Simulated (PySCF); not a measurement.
# wB97M-V/def2-SVP run of CH5BClN (SMILES CNBCl)

Aim: the energy change on altering one bond length of CH5BClN at wB97M-V/def2-SVP, from 2 runs. 

Program for the calculation: PySCF 2.14.0.

3 further runs of the same task are left out: 3 set aside as unsound or not needed.

## 1. The molecule

CH5BClN: 9 atoms, total charge 0, spin state singlet. SMILES: `CNBCl`. The coordinates come from a PBE0-D4/def2-TZVP relaxation. This is one conformer, not always the lowest.

Bond lengths: C1–N2 1.445 Å, N2–B3 1.381 Å, B3–Cl4 1.771 Å, C1–H5 1.094 Å, C1–H6 1.094 Å, C1–H7 1.090 Å, N2–H8 1.009 Å, B3–H9 1.192 Å. Some angles: C1–N2–B3 126.0°, N2–B3–Cl4 119.6°, C1–N2–H8 115.0°, B3–N2–H8 119.0°, N2–C1–H5 111.4°, N2–C1–H6 111.4°, N2–C1–H7 109.2°, N2–B3–H9 121.5°, Cl4–B3–H9 118.9°, H5–C1–H6 108.3°.

## 2. A single-point energy at wB97M-V/def2-SVP

File calc.py:

```python
from pyscf import gto, dft

mol = gto.Mole()
mol.atom = '''
C      0.963949     0.911037    -1.839459
N     -0.770819    -0.427078    -0.211082
B     -0.493407    -0.784614     2.358756
Cl    -2.825707    -2.484045     4.053085
H      1.713982    -0.322009    -3.319304
H      0.052723     2.530154    -2.745394
H      2.544894     1.606078    -0.718096
H     -2.306411    -1.144229    -1.084514
H      1.288037     0.026834     3.473695
'''
mol.max_memory = 1860
mol.spin = 0
mol.verbose = 3
mol.unit = 'bohr'
mol.basis = 'def2-svp'
mol.build()

ks = dft.RKS(mol)
ks.xc = 'wb97m-v'
ks.nlcgrids.level = 1
ks.grids.level = 5
ks.conv_tol = 1e-10
ks.kernel()
if not ks.converged:
    ks = ks.newton().run(ks.mo_coeff, ks.mo_occ)

e_final = ks.e_tot
print('Final energy', e_final)
```

Command:

```sh
$ OMP_NUM_THREADS=1 python calc.py
```

Output:

```text
converged SCF energy = -580.67858375338
Final energy -580.6785837533802
```

It took 97 s on 1 thread of Intel Xeon Platinum 8488C (Sapphire Rapids), shared host; peak memory 0.47 GiB.

## 3. The distorted shape

File run.py:

```python
from pyscf import gto, dft

molecule = gto.M(
    atom='''
C    0.488085   0.510473  -1.177338
N   -0.429915  -0.197627  -0.315638
B   -0.261100  -0.415200   1.248200
Cl  -1.495300  -1.314500   2.144800
H    0.884985  -0.142027  -1.960438
H    0.005885   1.367273  -1.656738
H    1.324685   0.878273  -0.583938
H   -1.242515  -0.577127  -0.777838
H    0.681600   0.014200   1.838200
''',
    basis='def2-svp',
    max_memory=1860,
    verbose=4,
)

calc0 = dft.RKS(molecule)
calc0.xc = 'wb97m-v'
calc0.conv_tol = 1e-10
calc0.grids.level = 5
calc0.nlcgrids.level = 1
calc0.kernel()
if not calc0.converged:
    calc0 = calc0.newton().run(calc0.mo_coeff, calc0.mo_occ)

energy = calc0.e_tot
print('Final energy', energy)
```

Command:

```sh
$ OMP_NUM_THREADS=1 python run.py
```

Output:

```text
PySCF version 2.14.0

[... 89 lines left out ...]
converged SCF energy = -580.654958061935
Final energy -580.6549580619352
```

Wall time 2 min (1 thread of Intel Xeon Platinum 8488C (Sapphire Rapids), shared host); peak memory 0.48 GiB.

## 4. Outcome

Level: wB97M-V/def2-SVP.

```
                                                         quantity          value
                                        first shape: total energy  -580.67858 Eh
                                       first shape: dipole moment         2.84 D
                                         first shape: HOMO energy       -9.93 eV
                                         first shape: LUMO energy        2.69 eV
                                       first shape: HOMO–LUMO gap       12.61 eV
                                    distorted shape: total energy  -580.65496 Eh
                                   distorted shape: dipole moment         1.97 D
                                     distorted shape: HOMO energy       -9.34 eV
                                     distorted shape: LUMO energy        1.87 eV
                                   distorted shape: HOMO–LUMO gap       11.21 eV
energy change with the N2–B3 bond stretched from 1.381 to 1.588 Å       0.643 eV
```

What this shows: With the N2–B3 bond stretched from 1.381 to 1.588 Å the energy rises by 0.64 eV (14.8 kcal/mol). The first shape isn't relaxed at this level, so the change isn't measured from a minimum.
